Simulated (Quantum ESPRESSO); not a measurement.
# SiO (Pm-3m) in Quantum ESPRESSO: notebook, part 2 of 4

Quantum ESPRESSO 7.5.

### Step 3. Energy-loss spectrum, PBE

pw.in reads:

```
&CONTROL
  calculation = 'scf'
  prefix = 'pwscf'
  outdir = './tmp'
  pseudo_dir = './pseudo'
  tprnfor = .true.
  tstress = .true.
  disk_io = 'low'
/
&SYSTEM
  ibrav = 0
  nat = 2
  ntyp = 2
  ecutwfc = 45
  ecutrho = 360
  nbnd = 10
  occupations = 'smearing'
  smearing = 'fd'
  degauss = 0.00367493
/
&ELECTRONS
  conv_thr = 4d-10
  electron_maxstep = 120
  mixing_beta = 0.5
/
ATOMIC_SPECIES
Si    28.0850 si_pbe_v1.uspp.F.UPF
O     15.9990 o_pbe_v1.2.uspp.F.UPF
CELL_PARAMETERS angstrom
   2.8069700000    0.0000000000    0.0000000000
   0.0000000000    2.8069700000    0.0000000000
   0.0000000000    0.0000000000    2.8069700000
ATOMIC_POSITIONS crystal
Si     0.0000000000    0.0000000000    0.0000000000
O      0.5000000000    0.5000000000    0.5000000000
K_POINTS automatic
6 6 6 1 1 1
```

gamma.in reads:

```
&CONTROL
  calculation = 'bands'
  prefix = 'pwscf'
  outdir = './tmp'
  pseudo_dir = './pseudo'
  disk_io = 'low'
  verbosity = 'high'
/
&SYSTEM
  ibrav = 0
  nat = 2
  ntyp = 2
  ecutwfc = 45
  ecutrho = 360
  nbnd = 10
  occupations = 'smearing'
  smearing = 'fd'
  degauss = 0.00367493
/
&ELECTRONS
  conv_thr = 1d-08
  electron_maxstep = 120
  mixing_beta = 0.5
  diago_full_acc = .true.
  startingwfc = 'random'
/
ATOMIC_SPECIES
Si    28.0850 si_pbe_v1.uspp.F.UPF
O     15.9990 o_pbe_v1.2.uspp.F.UPF
CELL_PARAMETERS angstrom
   2.8069700000    0.0000000000    0.0000000000
   0.0000000000    2.8069700000    0.0000000000
   0.0000000000    0.0000000000    2.8069700000
ATOMIC_POSITIONS crystal
Si     0.0000000000    0.0000000000    0.0000000000
O      0.5000000000    0.5000000000    0.5000000000
K_POINTS crystal
1
0.0 0.0 0.0 1
```

scf2.in reads:

```
&CONTROL
  calculation = 'scf'
  prefix = 'pwscf'
  outdir = './tmp'
  pseudo_dir = './pseudo'
  tprnfor = .true.
  tstress = .true.
  disk_io = 'low'
/
&SYSTEM
  ibrav = 0
  nat = 2
  ntyp = 2
  ecutwfc = 45
  ecutrho = 360
  nbnd = 10
  occupations = 'fixed'
/
&ELECTRONS
  conv_thr = 1d-11
  electron_maxstep = 120
  mixing_beta = 0.5
  startingpot = 'file'
/
ATOMIC_SPECIES
Si    28.0850 si_pbe_v1.uspp.F.UPF
O     15.9990 o_pbe_v1.2.uspp.F.UPF
CELL_PARAMETERS angstrom
   2.8069700000    0.0000000000    0.0000000000
   0.0000000000    2.8069700000    0.0000000000
   0.0000000000    0.0000000000    2.8069700000
ATOMIC_POSITIONS crystal
Si     0.0000000000    0.0000000000    0.0000000000
O      0.5000000000    0.5000000000    0.5000000000
K_POINTS automatic
6 6 6 1 1 1
```

eels.in reads:

```
&LR_INPUT
  prefix = 'pwscf'
  outdir = './tmp'
  restart_step = 5000
  restart = .false.
/
&LR_CONTROL
  calculator = 'lanczos'
  approximation = 'TDDFT'
  q1 = 0.335057363
  q2 = 0
  q3 = 0
  itermax = 300
/
```

spectrum.in reads:

```
&LR_INPUT
  prefix = 'pwscf'
  outdir = './tmp'
  eels = .true.
  itermax0 = 300
  itermax = 20000
  extrapolation = 'osc'
  epsil = 0.03
  units = 1
  start = 0
  end = 40
  increment = 0.2
/
```

spectrum_short.in reads:

```
&LR_INPUT
  prefix = 'pwscf'
  outdir = './tmp'
  eels = .true.
  itermax0 = 200
  itermax = 20000
  extrapolation = 'osc'
  epsil = 0.03
  units = 1
  start = 0
  end = 40
  increment = 0.2
/
```

Potentials or basis: GBRV 1.5 PBE.

Started as:

```
OMP_NUM_THREADS=1 pw.x -in pw.in > pw.out
OMP_NUM_THREADS=1 pw.x -in gamma.in > gamma.out
OMP_NUM_THREADS=1 pw.x -in scf2.in > scf2.out
OMP_NUM_THREADS=1 turbo_eels.x -in eels.in > eels.out
OMP_NUM_THREADS=1 turbo_spectrum.x -in spectrum.in > spectrum.out
OMP_NUM_THREADS=1 turbo_spectrum.x -in spectrum_short.in > spectrum_short.out
```

pw.out:

```text
This program is part of the open-source Quantum ESPRESSO suite
     for quantum simulation of materials; please cite
         "P. Giannozzi et al., J. Phys.:Condens. Matter 21 395502 (2009);
         "P. Giannozzi et al., J. Phys.:Condens. Matter 29 465901 (2017);
         "P. Giannozzi et al., J. Chem. Phys. 152 154105 (2020);
     in publications or presentations arising from this work. More details at

     Message from routine setup:
     using ibrav=0 with symmetry is DISCOURAGED, use correct ibrav instead

     G-vector sticks info
     --------------------
     sticks:   dense  smooth     PW     G-vecs:    dense   smooth      PW
     Sum         797     405    129                17077     6043    1045

     Using Slab Decomposition

     bravais-lattice index     =            0
     lattice parameter (alat)  =       5.3044  a.u.
     unit-cell volume          =     149.2485 (a.u.)^3
     number of atoms/cell      =            2
     number of atomic types    =            2
     number of electrons       =        10.00
     number of Kohn-Sham states=           10
     kinetic-energy cutoff     =      45.0000  Ry
     charge density cutoff     =     360.0000  Ry
     scf convergence threshold =      4.0E-10
     mixing beta               =       0.5000
     number of iterations used =            8  plain     mixing
     Exchange-correlation= SLA  PW   PBE  PBE
                           (   1   4   3   4   0   0   0)

     celldm(1)=   5.304405  celldm(2)=   0.000000  celldm(3)=   0.000000
     celldm(4)=   0.000000  celldm(5)=   0.000000  celldm(6)=   0.000000

     crystal axes: (cart. coord. in units of alat)
               a(1) = (   1.000000   0.000000   0.000000 )
               a(2) = (   0.000000   1.000000   0.000000 )
               a(3) = (   0.000000   0.000000   1.000000 )

     reciprocal axes: (cart. coord. in units 2 pi/alat)
               b(1) = (  1.000000  0.000000  0.000000 )
               b(2) = (  0.000000  1.000000  0.000000 )
               b(3) = (  0.000000  0.000000  1.000000 )

     PseudoPot. # 1 for Si read from file:
     si_pbe_v1.uspp.F.UPF
     Pseudo is Ultrasoft + core correction, Zval =  4.0
     Generated by new atomic code, or converted to UPF format
     Using radial grid of  899 points,  6 beta functions with:
                l(1) =   0
                l(2) =   0
                l(3) =   1
                l(4) =   1
                l(5) =   2
                l(6) =   2
     Q(r) pseudized with  8 coefficients,  rinner =    0.900   0.900   0.900
                                                       0.900   0.900

     PseudoPot. # 2 for O  read from file:
     o_pbe_v1.2.uspp.F.UPF
     Pseudo is Ultrasoft + core correction, Zval =  6.0
     Generated by new atomic code, or converted to UPF format
     Using radial grid of  737 points,  5 beta functions with:
                l(1) =   0
                l(2) =   0
                l(3) =   1
                l(4) =   1
                l(5) =   2
     Q(r) pseudized with  8 coefficients,  rinner =    0.900   0.900   0.900
                                                       0.900   0.900

     atomic species   valence    mass     pseudopotential
     Si                4.00    28.08500     Si( 1.00)
     O                 6.00    15.99900     O ( 1.00)

     48 Sym. Ops., with inversion, found

   Cartesian axes

     site n.     atom                  positions (alat units)
         1        Si     tau(   1) = (   0.0000000   0.0000000   0.0000000  )
         2        O      tau(   2) = (   0.5000000   0.5000000   0.5000000  )

     number of k points=    10  Fermi-Dirac smearing, width (Ry)=  0.0037
                       cart. coord. in units 2pi/alat
        k(    1) = (   0.0833333   0.0833333   0.0833333), wk =   0.0740741
        k(    2) = (   0.0833333   0.0833333   0.2500000), wk =   0.2222222
        k(    3) = (   0.0833333   0.0833333   0.4166667), wk =   0.2222222
        k(    4) = (   0.0833333   0.2500000   0.2500000), wk =   0.2222222
        k(    5) = (   0.0833333   0.2500000   0.4166667), wk =   0.4444444
        k(    6) = (   0.0833333   0.4166667   0.4166667), wk =   0.2222222
        k(    7) = (   0.2500000   0.2500000   0.2500000), wk =   0.0740741
        k(    8) = (   0.2500000   0.2500000   0.4166667), wk =   0.2222222
        k(    9) = (   0.2500000   0.4166667   0.4166667), wk =   0.2222222
        k(   10) = (   0.4166667   0.4166667   0.4166667), wk =   0.0740741

     Dense  grid:    17077 G-vectors     FFT dimensions: (  36,  36,  36)

     Smooth grid:     6043 G-vectors     FFT dimensions: (  24,  24,  24)

     Initial potential from superposition of free atoms

     starting charge       9.9993, renormalised to      10.0000
     Starting wfcs are    8 randomized atomic wfcs +    2 random wfcs

     Self-consistent Calculation

     iteration #  1     ecut=    45.00 Ry     beta= 0.50
     Davidson diagonalization with overlap
     ethr =  1.00E-02,  avg # of iterations =  3.9

     total energy              =     -41.58173486 Ry
     estimated scf accuracy    <       0.39820527 Ry

     iteration #  2     ecut=    45.00 Ry     beta= 0.50
     Davidson diagonalization with overlap
     ethr =  3.98E-03,  avg # of iterations =  2.0
[... 64 lines left out ...]
     total energy              =     -41.74758913 Ry
     estimated scf accuracy    <          1.6E-09 Ry

     iteration # 12     ecut=    45.00 Ry     beta= 0.50
     Davidson diagonalization with overlap
     ethr =  1.65E-11,  avg # of iterations =  1.6

     End of self-consistent calculation

          k = 0.0833 0.0833 0.0833 (   757 PWs)   bands (ev):

   -10.1591   1.9799   5.8757   5.8757   7.1679  14.9254  14.9254  16.6698
    18.9326  18.9326

          k = 0.0833 0.0833 0.2500 (   760 PWs)   bands (ev):

    -9.7082   0.8068   5.4428   6.2612   8.1583  12.9292  14.8568  16.4698
    19.1114  22.5420
[... 33 lines left out ...]
    -8.2199   2.4149   3.3231   5.6234   6.5456  10.9103  11.3387  14.3428
    20.2366  22.3399

          k = 0.4167 0.4167 0.4167 (   756 PWs)   bands (ev):

    -7.9437   3.6330   4.3922   4.3922   7.3894   9.2910   9.2910  11.6623
    21.5681  22.1607

     the Fermi energy is     9.2502 ev

!    total energy              =     -41.74758913 Ry
     estimated scf accuracy    <          5.4E-11 Ry
     smearing contrib. (-TS)   =      -0.00086507 Ry
     internal energy E=F+TS    =     -41.74672406 Ry

     The total energy is F=E-TS. E is the sum of the following terms:
     one-electron contribution =      -4.37062116 Ry
     hartree contribution      =       9.12575448 Ry
     xc contribution           =     -11.43055123 Ry
     ewald contribution        =     -35.07130614 Ry

     convergence has been achieved in  12 iterations

     Forces acting on atoms (cartesian axes, Ry/au):

     atom    1 type  1   force =     0.00000000    0.00000000    0.00000000
     atom    2 type  2   force =     0.00000000    0.00000000    0.00000000

     Total force =     0.000000     Total SCF correction =     0.000000

     Computing stress (Cartesian axis) and pressure

          total   stress  (Ry/bohr**3)                   (kbar)     P=        3.60
   0.00002448   0.00000000   0.00000000            3.60        0.00        0.00
   0.00000000   0.00002448   0.00000000            0.00        3.60        0.00
   0.00000000   0.00000000   0.00002448            0.00        0.00        3.60

=------------------------------------------------------------------------------=
   JOB DONE.
=------------------------------------------------------------------------------=
```

gamma.out:

```text
This program is part of the open-source Quantum ESPRESSO suite
     for quantum simulation of materials; please cite
         "P. Giannozzi et al., J. Phys.:Condens. Matter 21 395502 (2009);
         "P. Giannozzi et al., J. Phys.:Condens. Matter 29 465901 (2017);
         "P. Giannozzi et al., J. Chem. Phys. 152 154105 (2020);
     in publications or presentations arising from this work. More details at

     Atomic positions and unit cell read from directory:
[... 586 lines left out ...]

          k = 0.0000 0.0000 0.0000 (   751 PWs)   bands (ev):

   -10.3526   2.5602   6.2010   6.2010   6.2010  15.4380  15.4380  17.6168
    17.6168  17.6168

=------------------------------------------------------------------------------=
   JOB DONE.
=------------------------------------------------------------------------------=
```

scf2.out:

```text
This program is part of the open-source Quantum ESPRESSO suite
     for quantum simulation of materials; please cite
         "P. Giannozzi et al., J. Phys.:Condens. Matter 21 395502 (2009);
         "P. Giannozzi et al., J. Phys.:Condens. Matter 29 465901 (2017);
         "P. Giannozzi et al., J. Chem. Phys. 152 154105 (2020);
[... 231 lines left out ...]
   0.00000000   0.00008952   0.00000000            0.00       13.17        0.00
   0.00000000   0.00000000   0.00008952            0.00        0.00       13.17

=------------------------------------------------------------------------------=
   JOB DONE.
=------------------------------------------------------------------------------=
```

Run time: 62 s. Hardware: 1 thread of Arm Neoverse V2, shared host; peak memory 0.1 GiB.

What came out:

```yaml
Free_energy: -567.9989 eV
Pressure: 1.3 GPa
Peak_of_the_energy-loss_function: 20.6 eV
```

Levels at points of the mesh, in eV from the valence-band top:
```csv
k point,band 2,band 3,band 4,band 5,band 6,band 7,band 8,band 9
"(0.08, 0.08, 0.08)",-7.18,-3.28,-3.28,-1.99,5.77,5.77,7.51,9.78
```

Energy-loss function at q = [0.75, 0.0, 0.0] (Å⁻¹, cartesian):
```csv
energy (eV),loss
0.0,0.000
1.8,0.009
3.4,0.043
5.2,0.086
7.0,0.138
8.6,0.221
10.4,0.419
12.2,0.695
13.8,0.690
15.6,0.669
17.4,0.939
19.0,1.522
20.8,1.941
22.4,1.485
24.2,0.920
26.0,0.632
27.6,0.540
29.4,0.525
31.2,0.529
32.8,0.540
34.6,0.566
36.4,0.486
38.0,0.333
39.8,0.241
```

Caveat: the Lanczos chain is short for so many electrons, so humps in the spectrum may be artefacts; the gap on the mesh is small and may close between mesh points, in which case fixed occupations spoil the response.

[end of part 2 of 4]
